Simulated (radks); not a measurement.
# Sc in [Ne] 3s2 3p5 3d1 4s2 5s1: an all-electron calculation

One table from this session's results is given with a row withheld; the runs are named, their logs left out.

Method: scalar-relativistic Kohn-Sham, r2SCAN, spin-unpolarised, spherical densities, finite nucleus. Code: radks (a radial shooting solver on a logarithmic mesh, Libxc functionals) version 1.

**What is computed**

```
element            : scandium (Z = 21)
charge             : 0
electrons          : 21
configuration      : [Ne] 3s2 3p5 3d1 4s2 5s1
nuclear rms radius : 3.5459 fm
```

Outer shells as boxes (Hund's rule):

Sc
```
[Ne] core
3s [↑↓]
3p [↑↓][↑↓][↑ ]
3d [↑ ][  ][  ][  ][  ]
4s [↑↓]
5s [↑ ]
```

The first run:

The run's settings:

```text
Z 21
configuration [Ne] 3s2 3p5 3d1 4s2 5s1
relativity scalar-relativistic
functional r2scan,r2scan
spin unpolarised
nucleus finite rms 3.5459 fm
c 137.035999084
```

One of the session's tables, all rows but one given; the rest of the session is left out.

It belongs to the step «Shells». From the orbitals of this run (lengths in bohr):

| level | <r> | outermost maximum (interpolated) | 90 % within | nodes |
| --- | --- | --- | --- | --- |
| 1s | ? | ? | ? | ? |
| 2s | 0.3422 | 0.283 | 0.532 | 1 |
| 2p | 0.3070 | 0.232 | 0.505 | 0 |
| 3s | 1.057 | 0.919 | 1.57 | 2 |
| 3p | 1.135 | 0.956 | 1.73 | 1 |
| 3d | 1.461 | 1.02 | 2.47 | 0 |
| 4s | 3.170 | 2.77 | 4.64 | 3 |
| 5s | 9.149 | 8.35 | 12.9 | 4 |

**Question.** Estimate the row for 1s.

**Answer.** <r>: 0.07305; outermost maximum (interpolated): 0.0478; 90 % within: 0.130; nodes: 0. In the column «<r>» it is the lowest.
